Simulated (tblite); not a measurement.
# C3H8Cl2GeSi: the cost of one run

Programs: tblite 0.8.0 and PySCF 2.14.0, with density-fitted response routines of our own. Each step states its level of theory. These are calculated values for one molecule in the gas phase, unless marked as measured. Atoms are numbered from 0 throughout.

## Step 1: The molecule as given

15 atoms, charge 0, multiplicity 1; geometry from: force field or distance geometry start.

Bonds of the start (Å): Cl0–Ge1 2.16, Ge1–Si2 2.29, Si2–C3 1.87, C3–Cl4 1.78, C3–C5 1.50, C5–C6 1.51, C6–C3 1.50, Ge1–H7 1.54, Ge1–H8 1.54, Si2–H9 1.46, Si2–H10 1.48, C5–H11 1.12, C5–H12 1.12, C6–H13 1.10, C6–H14 1.11.

## Step 2: Geometry optimisation with GFN2-xTB

The job: settings as JSON, then the geometry in Å.

```
{"job": {"kind": "relax", "xc": "GFN2-xTB", "basis": "xTB"}, "charge": 0, "multiplicity": 1}
Cl     1.861300    -1.061200     2.154700
Ge     2.385600    -0.170900     0.255600
Si     0.580200    -0.282400    -1.150300
C     -0.941900    -0.521100    -0.086800
Cl    -1.389000    -2.188000     0.339100
C     -1.142700     0.548400     0.949300
C     -1.997000     0.522800    -0.296300
H      3.519500    -1.004600    -0.370900
H      2.798100     1.290000     0.485100
H      0.710500    -1.402100    -2.079900
H      0.481000     1.009700    -1.874500
H     -0.331700     1.318600     0.965800
H     -1.667800     0.329700     1.912400
H     -3.061000     0.260600    -0.219800
H     -1.809600     1.358600    -1.005400
```

Run with:

```
$ OMP_NUM_THREADS=1 python probes_run.py task.json out
```

This one command runs all jobs of the session in turn.

Q: Estimate the wall time and peak memory of this first job on 1 thread of Arm Neoverse N1, shared host.

About 2.7 s, with a peak of 0.18 GiB.
